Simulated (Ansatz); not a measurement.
This script makes vertical spin-state energies of CH8SiSn, SMILES [CH3][SnH2][SiH3] with Ansatz 0.2.0, Python API.

Script `ch8sisn.py`:
```python
"""Gap between spin states of CH8SiSn at one geometry."""

import ansatz as az

BASIS_SET = "def2-SVP"
XC = "hf"

GEOMETRY = """
C    -1.23140    1.32740   -0.32810
Sn   -0.13060   -0.35570   -0.87610
Si    1.27580   -1.01560    1.06400
H    -1.84250    1.68280   -1.20090
H    -1.91940    1.12330    0.51450
H    -0.59620    2.22100   -0.07780
H    -1.17750   -1.66800   -1.28140
H     0.92940    0.04560   -2.25410
H     0.45410   -1.31300    2.27210
H     2.10670   -2.19960    0.74440
H     2.19690    0.09490    1.44420
"""

molecule = az.Crystal.molecule()
for line in GEOMETRY.strip().splitlines():
    symbol, *xyz = line.split()
    molecule = molecule.atom(symbol, [float(v) for v in xyz])

job = (
    molecule.calculation()
    .basis(gaussian=BASIS_SET)
    .functional(XC)
)
found = {}
for unpaired in [0, 2]:
    report = job.spin("collinear", total=unpaired).run().report
    s = unpaired / 2
    found[unpaired] = report["free_energy_ev"]
    print(f"2S+1 = {unpaired + 1}: E = {found[unpaired]:.5f} eV, <S^2> = {abs(report['mean_field']['state']['spin_squared']):.3f} (pure state {s * (s + 1):.2f})")
lowest = min(found, key=found.get)
for unpaired, e in found.items():
    print(f"multiplicity {unpaired + 1}: {23.060548 * (e - found[lowest]):.1f} kcal/mol above the lowest")
```

Which spin state is lowest at this geometry, and how far above lie the others?

In order: multiplicity 1 (+0.00 eV) and multiplicity 3 (+6.34 eV), all at the one geometry.

What the script printed:

Output of `python ch8sisn.py`:
```text
2S+1 = 1: E = -14820.70589 eV, <S^2> = 0.000 (pure state 0.00)
2S+1 = 3: E = -14814.37047 eV, <S^2> = 2.019 (pure state 2.00)
multiplicity 1: 0.0 kcal/mol above the lowest
multiplicity 3: 146.1 kcal/mol above the lowest
```

Reading the output:
- Total energies depend on the basis set; only differences at equal settings carry meaning.
- The geometry is a force-field or estimated start, not a minimum of this method, and the basis set is short of its limit. All parts are taken at fixed geometry, without zero-point energy.
- def2 sets replace the cores of elements past krypton by effective core potentials.
- Hartree-Fock leaves correlation out, so it favours high-spin states too much.
- Spin-orbit coupling, which mixes and shifts the spin states of heavy atoms, is left out.
- It ran for 7.5 s on 1 thread of AMD EPYC 9B45 (Zen 5), on a shared host, peak memory 0.31 GiB.

(Lines on the test bed's own set-up are left out of the output.)
